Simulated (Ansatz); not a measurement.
SBr3, 4 atoms in the cell. The structure is tetragonal, space group I4/mmm (No. 139). Conventional cell: a = 3.883 Å, b = 3.883 Å, c = 16.241 Å, α = 90.00°, β = 90.00°, γ = 90.00°. Around Br (site symmetry 4/mmm) lie 4 S at 2.75 Å. Br (site symmetry -4m2) is surrounded by 4 Br at 2.75 Å. S (site symmetry 4/mmm) is surrounded by 4 Br at 2.75 Å. The cell comes from a database or a generator and needn't be the stable form of this composition.

```yaml
Program: Ansatz 0.2.0
Task: single point
Functional: HSE06 form with a typed share of exact exchange
Potentials_or_basis: Ansatz PAW
Cutoff: "420 eV (not typed: the program's choice for these potentials)"
k_mesh: 5 × 5 × 5
Occupations: fermi-dirac, width 0.05 eV
Spin: no spin polarisation
Screening_1/Å: 0.2
Share_of_exact_exchange: 0.2
```

Potentials or basis: Ansatz PAW.

Launch:

```sh
$ ansatz run input.yaml --threads 2 --pin off --max-ram 5632MiB --backend cpu --events-out ev --progress --plain --runs-dir out
```

Hardware: 2 threads of Intel(R) Xeon(R) 6975P-C (Granite Rapids), with other jobs on the host.

**Question.** Estimate the wall time of this run.

**Answer.** Run time: 53 s on 2 threads of Intel(R) Xeon(R) 6975P-C (Granite Rapids), with other jobs on the host, peak memory 2.5 GiB. Counts: scf iterations 30, plane waves 2415, k points 18, bands 18.
